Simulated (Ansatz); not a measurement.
# WAu (F-43m) in Ansatz: relaxation of cell and atoms with revPBE+D4

Aim: the relaxation of cell and atoms of WAu with revPBE+D4.

Everything below comes from runs of Ansatz 0.2.0. Logs are shortened: lines on timing, memory, paths and dates and some standing lists are left out, and cuts for length are marked.

**1. Starting point**

Symmetry: F-43m, No. 216, cubic system. Conventional cell: a = 5.496 Å, b = 5.496 Å, c = 5.496 Å, α = 90.00°, β = 90.00°, γ = 90.00°. W (site symmetry -43m) is surrounded by 4 Au at 2.38 Å. Au (site symmetry -43m) has 4 W at 2.38 Å as nearest neighbours.

The cell was built by a generator and needn't be a form met in nature.

**2. Relaxation of cell and atoms, revPBE+D4**

input.yaml

```yaml
crystal:
  lattice:
    - [0.0, 2.74797926, 2.74797926]
    - [2.74797926, 0.0, 2.74797926]
    - [2.74797926, 2.74797926, 0.0]
  atoms:
    - { symbol: W, position: [0.0, 0.0, 0.0] }
    - { symbol: Au, position: [0.75, 0.75, 0.75] }
hamiltonian:
  xc: revpbe
  pseudopotentials: { kind: paw }
  dispersion: d4
kpoints:
  mp_grid: { grid: [8, 8, 8] }
scf:
  occupations: { method: fermi_dirac, width: 0.05 }
output:
  forces: true
  stress: true
  eigenvalues: true
relax:
  f_tol: 0.01
  max_steps: 40
  cell: { stress_tol: 0.05 }
```

Potentials or basis: Ansatz PAW.

Started as:

```
ansatz run input.yaml --threads 2 --pin off --max-ram 5632MiB --backend cpu --events-out ev --progress --plain --runs-dir out
```

What it wrote:

```text
Warning: RAYON_NUM_THREADS=2 ignored (pool sized by the plan → 2); use --threads N
Engine: ansatz 0.2.0, aarch64-unknown-linux-gnu
Pseudopotentials: kind: paw
Pseudopotential: W, paw, valence charge 14, recommended cutoff 420 eV (normal), W.paw.azcp
Pseudopotential: Au, paw, valence charge 19, recommended cutoff 420 eV (normal), Au.paw.azcp
Functional definition: revPBE
  parameter kappa = 1.245
  parameter beta = 0.06672455060314922
  exchange = pbe_x(kappa = kappa, mu = beta*pi^2/3)
  correlation = pbe_c(beta = beta)
Crystal: 2 atoms, lattice volume = 41.502 Å³
Basis set: ecut = 420 eV, 869 PW (Γ), exchange–correlation on 54×54×54 points (8 copies of the dense FFT grid, shifted against one another)
Bands: 21, of which v1, the nominal top of the filled ones, is band 17 counted from 1 (16 counted from 0)
Symmetry: 24 space group operations
Space group: F-43m (ITA 216), of the structure as read, at distance tolerance 3.5e-5 Å
k-points: 29 of 512 (time reversal used)
Non-local potential: W, projectors of the file, l = 0: 3, l = 1: 2, l = 2: 2, l = 3: 1
Non-local potential: Au, projectors of the file, l = 0: 3, l = 1: 2, l = 2: 2, l = 3: 1
PAW form: soft (Blöchl's): semilocal exchange-correlation on the pseudo side does not see the compensation charge
PAW frozen core: W, regenerated for the run's functional, and the local potential with it (the file was generated under x = pbe(κ = 0.804, μ = 0.2195149727645171), c = pbe(β = 0.06672455060314922))
PAW frozen core: Au, regenerated for the run's functional, and the local potential with it (the file was generated under x = pbe(κ = 0.804, μ = 0.2195149727645171), c = pbe(β = 0.06672455060314922))
PAW one-centre angular grid: W, 590 points (default); XC on 64 Gauss nodes
PAW one-centre angular grid: Au, 590 points (default); XC on 64 Gauss nodes
Initial density: superposition of atomic densities (neutral atoms: chi_scale 0, normalization atom), corrected by the library's trained network
Initial wavefunctions: pseudopotential atomic-orbital guess
Functional: x = revpbe(κ = 1.245, μ = 0.2195149727645171), c = pbe(β = 0.06672455060314922)
SCF iter   1: F=—  HF=-23550.721773 eV  |F-HF|=—  |Δ(HF+E_count)|=         —  Δρ=9.87e-3  dr2=5.93e-2  ethr=1.77e-3  ⟨swp⟩=5.9  Hψ=2709  notcnv=0
preconditioner: auto → Kerker (q_TF=auto, 2.626 Å⁻¹)  [metal: Δε(μ)=0.091 eV  Ē_g=8.046 eV  σ=0.050 eV  W_gap=0.42  n_scr=14 (ndim 8)  ℏωp=23.8 eV  f_vac=0.000  D(μ)=1.85/eV (n_scr^D=14)]
SCF iter   2: F=—  HF=-23550.711162 eV  |F-HF|=—  |Δ(HF+E_count)|=   1.06e-2  Δρ=3.63e-3  dr2=6.14e-3  ethr=1.80e-4  ⟨swp⟩=2.0  Hψ=965  notcnv=0  defer=1
SCF iter   3: F=—  HF=-23550.710218 eV  |F-HF|=—  |Δ(HF+E_count)|=   9.44e-4  Δρ=1.36e-3  dr2=1.02e-3  ethr=1.86e-5  ⟨swp⟩=2.2  Hψ=734  notcnv=0  defer=1
SCF iter   4: F=—  HF=-23550.710139 eV  |F-HF|=—  |Δ(HF+E_count)|=   7.93e-5  Δρ=4.36e-4  dr2=1.32e-4  ethr=3.08e-6  ⟨swp⟩=2.7  Hψ=850  notcnv=0  defer=1
SCF iter   5: F=—  HF=-23550.710137 eV  |F-HF|=—  |Δ(HF+E_count)|=   2.23e-6  Δρ=1.28e-4  dr2=8.85e-6  ethr=4.01e-7  ⟨swp⟩=2.4  Hψ=801  notcnv=0  defer=1
[... 51 lines left out ...]
the search or the solves at the SCF's close seem to have found levels that the self-consistency loop had missed (the run counts 1). By its estimate they hold under 1e-12 electrons; where the run keeps them, the occupations were computed again with them
SCF 5 converged in 9 iterations: F = -23551.178550 eV  dr2 = 1.46e-12
relax step   5: F+E_penalty+E_count = -23551.17854959 eV  Δ(F+E_penalty+E_count) = -2.316e-3 eV  max|allowed force component| = 1.480e-16 eV/Å  Δτ_max = 0.0000 Å  P = +0.000 GPa  Ω = 47.778 Å³  stress off target by 7.64e-6 GPa  SCF on the basis re-selected at this cell (its energy is not comparable with the rows above)  (9 SCF iters)
basis re-selected at this cell: Δ(F+E_penalty+E_count) = -2.316e-3 eV, ΔP = -0.000 GPa vs the last step (what re-selecting the basis moved, of the pressure what is left beyond the Pulay correction that the steps carried, after the strain that the cell walked since its last selection, with what the two solves' SCF thresholds leave and, on support functions, any second-order correction that the steps lacked; it is no measure of the basis error at this ecutwfc). The dense FFT grid was sized anew with the basis: this SCF ran on 30×30×30 points, the steps before it on 27×27×27, so part of this shift can come from that change (see relax.cell in the input reference). This SCF's stress stands 7.64e-6 GPa from its target on what of the cell is left free (relax.cell.stress_tol is 5.00e-2 GPa) and its largest allowed force component is 1.48e-16 eV/Å (relax.f_tol is 1.00e-2 eV/Å): within both
SCF converged after 9 iterations
Free energy (F): -23551.178550 eV
Harris-Foulkes:  -23551.178550 eV  (|F-HF|=3.64e-12)
Internal energy: -23551.159891 eV  (E = F + TS)
E sigma→0 (E₀):  -23551.169220 eV
Entropy (-TS):   -0.018659 eV (-9.330 meV/atom)
Fermi energy:    13.710248 eV
--- Per-component energies (eV) ---
  E_band       = -565.616570
  E_kinetic    = 1049.741244
  E_local      = -3638.219779  (includes V_loc(G=0)·N_el)
  E_nonlocal   = 70.267085
  E_hartree    = 1472.656195
  E_xc         = -493.176210
  E_vxc        = -510.965179  (∫ρ·V_xc dr)
  E_paw        = -18285.313176  (= ΣΔE_a)
  E_vpaw       = -481.753625  (= ΣTr[D̂ρ^β])
  E_aug_tail   = 0.001338  (compensation charges beyond the density's cutoff)
  E_ewald      = -3725.347810
  E_disp       = -1.722100  (pairwise vdW)
  E_core_change = -0.046679  (= ΣΔE_core)
  E_smearing   = -0.018659  (= −TS)
  E_closure    = 0.000000  (closes the sum)
  Σ components = -23551.178550   (vs F -23551.178550, Δ=0.00e0)
--- Forces (eV/Å), atoms counted from 1 ---
  atom   1  W     -0.00000000     0.00000000     0.00000000
  atom   2  Au     0.00000000    -0.00000000    -0.00000000
  max |Σ_I F_I| component: 9.25e-17 eV/Å
--- Stress (GPa, compression-positive) ---
        0.000008      -0.000000      -0.000000
       -0.000000       0.000008      -0.000000
       -0.000000      -0.000000       0.000008
  P = ⅓ Tr σ = 0.0000 GPa (0.000 kbar)
--- Band table (eV; the first three rows and the last of 29) ---
  k-point 0: bands = ["-93.3770", "-60.5074", "-44.7706", "-44.7706", "-44.7706", "-24.7579", "-24.7579", "-24.7579", "6.0304", "7.8217", "7.8217", "7.9539", "7.9539", "7.9539", "12.9543", "12.9543", "12.9543", "15.3277", "15.3277", "22.2432", "24.9305"]
  k-point 1: bands = ["-93.3770", "-60.5075", "-44.7707", "-44.7707", "-44.7703", "-24.7601", "-24.7575", "-24.7575", "6.2693", "7.7225", "7.7225", "7.9299", "8.0796", "8.0796", "12.7051", "13.0131", "13.0131", "15.2798", "15.2798", "22.1262", "22.9435"]
  k-point 2: bands = ["-93.3770", "-60.5078", "-44.7710", "-44.7710", "-44.7696", "-24.7656", "-24.7568", "-24.7568", "6.8669", "7.6795", "7.6795", "7.9370", "8.1721", "8.1721", "12.2015", "13.1757", "13.1757", "15.1894", "15.1894", "19.3868", "22.6830"]
  k-point 28: bands = ["-93.3770", "-60.5084", "-44.7731", "-44.7725", "-44.7658", "-24.7746", "-24.7598", "-24.7538", "7.3594", "7.4160", "7.7023", "8.3524", "8.3560", "9.5996", "12.1991", "12.6000", "14.7302", "15.3691", "15.7043", "16.0771", "16.3579"]
--- Relaxed structure (4 steps of the walk, 4 accepted, 1 SCFs on fresh bases) ---
  F+E_penalty+E_count = -23551.17854959 eV   max|allowed force component| = 1.480e-16 eV/Å   (the final SCF, on the basis selected at the relaxed cell)
  cell:  # Å, volume = 47.7780 Å³
    - [4.076297626316467e-34, 2.8800449230754035, 2.8800449230754035]
    - [2.8800449230754035, -1.5286116098686778e-34, 2.8800449230754035]
    - [2.8800449230754035, 2.8800449230754035, 7.999734091646076e-33]
  atoms:
    - { symbol: W, position: [-1.0045561941231818e-33, 1.2381739136867126e-33, 4.905972110834144e-34] }
    - { symbol: Au, position: [0.7499999999999999, 0.7499999999999999, 0.7499999999999999] }
```

It took 7.5 s on 2 threads of Arm Neoverse V2, shared host; peak memory 0.32 GiB.

What came out:

| Quantity | Value |
| --- | --- |
| Free energy | -23551.1785 eV |
| Relaxed volume | 23.89 Å³/atom |
| Relaxed cell | a = 4.073 Å, b = 4.073 Å, c = 4.073 Å, α = 60.00°, β = 60.00°, γ = 60.00° |
| Space group after relaxing (to 0.05 Å) | F-43m (No. 216) |
| Energy gained by relaxing | 234.2 meV/atom |
| Ionic steps | 5 |
| Pressure after relaxing | 0.0 GPa |
| Band gap on the k mesh | none (metal or under the smearing width) |

The path:
```
step  energy change (eV)  largest force (eV/Å)  volume (Å³)
   1              0.0000                0.0000        41.50
   2             -0.4660                0.0000        47.87
   3             -0.4661                0.0000        47.80
   4             -0.4661                0.0000        47.78
   5             -0.4684                0.0000        47.78
```

Final structure:
```xyz
2
Lattice="0.0000 2.8800 2.8800 2.8800 0.0000 2.8800 2.8800 2.8800 0.0000" Properties=species:S:1:pos:R:3 pbc="T T T"
W     0.0000    0.0000    0.0000
Au    4.3201    4.3201    4.3201
```

Levels at points of the mesh, in eV from the Fermi level:
```tsv
k point	band 14	band 15	band 16	band 17	band 18	band 19	band 20	band 21
(0.00, 0.00, 0.00)	-5.76	-0.76	-0.76	-0.76	1.62	1.62	8.53	11.22
(0.00, 0.00, -0.50)	-5.07	-1.89	-0.26	-0.26	1.43	1.43	2.10	7.97
(0.00, -0.50, -0.50)	-4.04	-2.82	0.38	1.29	1.54	1.54	2.87	3.44
```

Caveat: the volume moved by over 15 % at a fixed basis, so the end points are rough; the plane-wave basis is chosen anew once the cell has moved, so the energies of steps on either side of that aren't comparable; pairwise dispersion overbinds metals, which lowers pressure and volume; the PAW data sets come from PBE, with cores solved anew for the run's functional, which leaves a small shift of forces and pressure.
